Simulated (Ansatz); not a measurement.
# F4OTa ([TaOF4]-): the cost of one run

Method: the settings change from run to run; program: Ansatz 0.2.0, Gaussian basis.

## Step 1: The geometry

The structure was relaxed beforehand with r2SCAN-D4/def2-SVPD. Ta takes a core potential in def2 sets; no spin-orbit term is included.

6 atoms, charge -1, spin multiplicity 1.

Atoms are counted from 1 here; the program's logs count them from 0.

Bond lengths: Ta1–O2 1.748 Å, Ta1–F3 1.947 Å, Ta1–F4 1.947 Å, Ta1–F5 1.947 Å, Ta1–F6 1.947 Å. Angles: O2–Ta1–F3 105.7°, O2–Ta1–F4 105.7°, O2–Ta1–F5 105.7°, O2–Ta1–F6 105.7°, F3–Ta1–F4 85.8°, F3–Ta1–F5 148.6°, F3–Ta1–F6 85.8°, F4–Ta1–F5 85.8°, F4–Ta1–F6 148.6°, F5–Ta1–F6 85.8°.

Geometry (Å):

```xyz
6

Ta    0.0001   -0.0002    0.0599
O     0.0031   -0.0067    1.8074
F     1.8739    0.0134   -0.4700
F    -0.0126    1.8764   -0.4599
F    -1.8754   -0.0099   -0.4637
F     0.0110   -1.8729   -0.4738
```

## Step 2: revPBE0/def2-TZVPD

Set apart from the defaults: multiplicity 3, D3(BJ) with three-body dispersion.

in.yaml

```yaml
crystal:
  periodic: [false, false, false]
  atoms:
    - {symbol: Ta, position_ang: [0.000117, -0.000193, 0.059930]}
    - {symbol: O, position_ang: [0.003062, -0.006742, 1.807435]}
    - {symbol: F, position_ang: [1.873858, 0.013370, -0.470018]}
    - {symbol: F, position_ang: [-0.012619, 1.876395, -0.459871]}
    - {symbol: F, position_ang: [-1.875425, -0.009946, -0.463699]}
    - {symbol: F, position_ang: [0.011007, -1.872885, -0.473786]}
basis:
  gaussian: {orbitals: def2-TZVPD}
total_charge: -1
magnetization: {spin_polarized: true, initial_magnetization: 2}
hamiltonian: {xc: {name: revPBE0}, dispersion: d3bjatm}
scf: {omitted_lower_state_checks: [starts]}
output: {forces: true}
```

The run is started by

```sh
ansatz run in.yaml --threads 4 --pin off --events-out ev --progress --plain --max-ram 3916MiB
```

Q: Estimate wall time and peak memory on 4 threads of Arm Neoverse V2, shared host.

About 36 s, with a peak of 1.2 GiB.
